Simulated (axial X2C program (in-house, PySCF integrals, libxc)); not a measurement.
**A two-component session on SbAl⁺: EOM-IP-CCSD levels**

Wanted for SbAl⁺: EOM-IP-CCSD levels, at the two-component level.

Method: two-component X2C with atomic mean-field terms, Sb dyall-cv3z, Al dyall-v3z; program: an in-house X2C program for linear molecules on PySCF integrals.

All values are calculated.

## (1) The job

task.json

```json
{
 "zs": [
  51,
  13
 ],
 "q": 1,
 "bas": [
  "dyall-cv3z",
  "dyall-v3z"
 ],
 "r0": 2.66,
 "eom": "ip",
 "rq": 0,
 "thr": -2.0,
 "nmax": 95,
 "grid": [
  1,
  0.96,
  1.045,
  0.92,
  1.09,
  1.15
 ]
}
```

Keys: zs atomic numbers; q charge; bas basis sets; r0 starting distance in Å; eom kind of EOM run; thr threshold in hartree for freezing inner shells (an s shell follows its p shell); nmax most natural virtual spinors; grid distances as factors.

Run with:

```sh
$ python soeom.py task.json out
```

The runs that follow: EOM-IP-CCSD at 2.704 Å.

What does the calculation give? Wanted: next root led by one particle; T1 of the reference.

As calculated:

```
                     quantity                            value
       lowest root at 2.704 Å                Ω = 1/2, 7.257 eV
next root led by one particle  Ω = 1/2, about 7480 cm⁻¹ higher
          T1 of the reference                            0.010
```

What this shows: Removing an electron from the reference determinant of SbAl costs 7.26 eV and empties a spinor of 38% Sb pσ, 35% Al pσ, 17% Al sσ. The closed-shell reference lies 0.49 eV above the lowest determinant found, so these energies count from an excited configuration. Errors of 0.1 to 0.3 eV are usual at this size, and roots led by higher excitations are left out, so the list is incomplete, and low states of that kind can be missing. T1 or the largest double amplitude of the reference is raised, which lowers the reliability.
